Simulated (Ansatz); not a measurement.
# Re2B: the cost of one run

Method: DFT PBE, scalar-relativistic, plane waves, PAW, in Ansatz 0.2.0.

**1. The system as given**

The structure is orthorhombic, space group Pnnm (No. 58). Conventional cell: a = 4.745 Å, b = 4.890 Å, c = 3.194 Å, α = 90.00°, β = 90.00°, γ = 90.00°. Around Re (site symmetry m) lie 3 B at 2.06 to 2.10 Å. B (site symmetry 2/m) is surrounded by 6 Re at 2.06 to 2.10 Å.

As a file:

```cif
data_structure
_symmetry_space_group_name_H-M 'Pnnm'
_symmetry_Int_Tables_number 58
_cell_length_a 4.7454
_cell_length_b 4.8899
_cell_length_c 3.1940
_cell_angle_alpha 90.000
_cell_angle_beta 90.000
_cell_angle_gamma 90.000
_cell_volume 74.12
loop_
_atom_site_label
_atom_site_type_symbol
_atom_site_symmetry_multiplicity
_atom_site_Wyckoff_symbol
_atom_site_fract_x
_atom_site_fract_y
_atom_site_fract_z
_atom_site_occupancy
Re1 Re 4 g 0.22500 0.82500 0.50000 1
B1 B 2 a 0.50000 0.50000 0.50000 1
```

This is candidate A: CaCl2 type (Pnnm, No. 58).

(A quick probe on a coarse mesh, which set the mesh and smearing, is not shown.)

**3. A loose first relaxation (candidate A)**

Contents of input.yaml:

```yaml
crystal:
  lattice:
    - [4.7454392335, 0.0, 0.0]
    - [0.0, 4.8899317742, 0.0]
    - [0.0, 0.0, 3.1940456379]
  atoms:
    - { symbol: Re, position: [0.225, 0.825, 0.5] }
    - { symbol: Re, position: [0.725, 0.675, 0.0] }
    - { symbol: Re, position: [0.775, 0.175, 0.5] }
    - { symbol: Re, position: [0.275, 0.325, 0.0] }
    - { symbol: B, position: [0.5, 0.5, 0.5] }
    - { symbol: B, position: [0.0, 0.0, 0.0] }
basis:
  ecutwfc: 420
kpoints:
  mp_grid: { grid: [4, 4, 6] }
hamiltonian:
  xc: pbe
scf:
  occupations: { method: gaussian, width: 0.1 }
  lower_state_search: "off"
output:
  forces: true
  stress: true
  eigenvalues: true
relax:
  adjacent_minimum: "off"
  f_tol: 0.04
  max_steps: 70
  cell: { stress_tol: 0.4 }
```

Run with:

```console
> ansatz run input.yaml --threads 1 --pin off --max-ram 2560MiB --backend cpu --events-out ev --progress --plain --runs-dir out
```

Q: Estimate wall time and peak memory on 1 thread of Arm Neoverse V1, shared host.

About 56 s, with a peak of 0.38 GiB.
